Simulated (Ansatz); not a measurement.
# BH3O2Si: vertical ionisation energy

Aim: the vertical ionisation energy of BH3O2Si, as cation minus neutral at the neutral's geometry, on several levels, and how well −ε(HOMO) stands in for it.

Program: Ansatz 0.2.0, Gaussian basis. Level of theory: unrestricted cation, the program's frozen cores in correlated methods. These are calculated values, not measurements.

Levels to be run: UKS PBE-D4/def2-TZVPP; UKS r2SCAN-D4/def2-TZVPP; UKS PBE0-D4/def2-TZVPP; UKS B3LYP-D4/def2-TZVPP; UKS wB97X-V/def2-TZVPP; UKS wB97M-V/def2-TZVPP; UKS B2PLYP/def2-TZVPP; UHF-CCSD(T)/def2-TZVPP; UHF-MP2/def2-QZVPP; extrapolation to the limit; then −ε(HOMO) from the neutral's earlier runs with LDA (SPW92), PBE-D4, revPBE-D4, BLYP-D4, r2SCAN-D4, B97M-V, PBE0-D4, B3LYP-D4, r2SCANh-D4, r2SCAN0-D4, HSE06-D4, BHLYP-D4, CAM-B3LYP-D4, LC-ωPBE, ωB97X-V, ωB97M-V.

## (1) Structure used throughout

All runs share one geometry, relaxed beforehand with PBE0-D4 in a triple-zeta def2 set.

SMILES `OB1O[SiH2]1`, 7 atoms, charge 0, spin multiplicity 1.

Atoms are counted from 1 here; the program's logs count them from 0.

Bond lengths: O1–B2 1.341 Å, O1–H5 0.959 Å, B2–O3 1.354 Å, B2–Si4 1.895 Å, O3–Si4 1.737 Å, Si4–H6 1.483 Å, Si4–H7 1.483 Å. Angles: B2–O1–H5 113.3°, O1–B2–O3 130.2°, O1–B2–Si4 167.8°, O3–B2–Si4 62.0°, B2–O3–Si4 74.5°, B2–Si4–O3 43.5°, B2–Si4–H6 125.0°, B2–Si4–H7 125.0°, O3–Si4–H6 112.9°, O3–Si4–H7 112.9°, H6–Si4–H7 109.8°.

## (2) Cation, UKS PBE-D4/def2-TZVPP

Input file in.yaml:

```yaml
crystal:
  periodic: [false, false, false]
  atoms:
    - {symbol: O, position_ang: [-1.652073, -0.796526, -0.963626]}
    - {symbol: B, position_ang: [-0.566799, -0.392440, -0.286911]}
    - {symbol: O, position_ang: [0.190731, -1.049022, 0.623224]}
    - {symbol: Si, position_ang: [0.912316, 0.523273, 0.465313]}
    - {symbol: H, position_ang: [-2.001561, -0.126829, -1.554729]}
    - {symbol: H, position_ang: [0.878692, 1.302452, 1.726934]}
    - {symbol: H, position_ang: [2.299994, 0.471092, -0.055805]}
basis:
  gaussian: {orbitals: def2-TZVPP}
total_charge: 1
magnetization: {spin_polarized: true, initial_magnetization: 1}
hamiltonian: {xc: pbe, dispersion: d4}
```

Started as:

```
$ ansatz run in.yaml --threads 2 --pin off --events-out ev --progress --plain --max-ram 4352MiB
```

Further steps of the session: Cation, UKS r2SCAN-D4/def2-TZVPP; Cation, UKS PBE0-D4/def2-TZVPP; Cation, UKS B3LYP-D4/def2-TZVPP; Cation, UKS wB97X-V/def2-TZVPP; Cation, UKS wB97M-V/def2-TZVPP; Cation, UKS B2PLYP (frozen core)/def2-TZVPP; Cation, UHF-CCSD(T)/def2-TZVPP; Cation, UHF-MP2/def2-QZVPP.

Before running them: what should the planned runs give, taken together? Wanted: ionisation energy, CCSD(T)/CBS; nearest functional by difference; nearest −ε(HOMO); −ε(HOMO) of PBE; T1 of the cation.

**Answer**, as computed:

| quantity | value |
| --- | --- |
| ionisation energy, CCSD(T)/CBS | 9.55 eV |
| nearest functional by difference | ωB97M-V (-0.11 eV) |
| nearest −ε(HOMO) | LC-ωPBE (+0.17 eV) |
| −ε(HOMO) of PBE | 5.88 eV |
| T1 of the cation | 0.020 |

In words: Energy differences with functionals land within 0.36 eV of the reference. The PBE orbital energy is 3.7 eV too small: a semilocal HOMO is no ionisation energy. Among orbital estimates LC-ωPBE comes nearest. Hartree-Fock falls 0.97 eV short, as the neutral has more correlation energy than the cation.
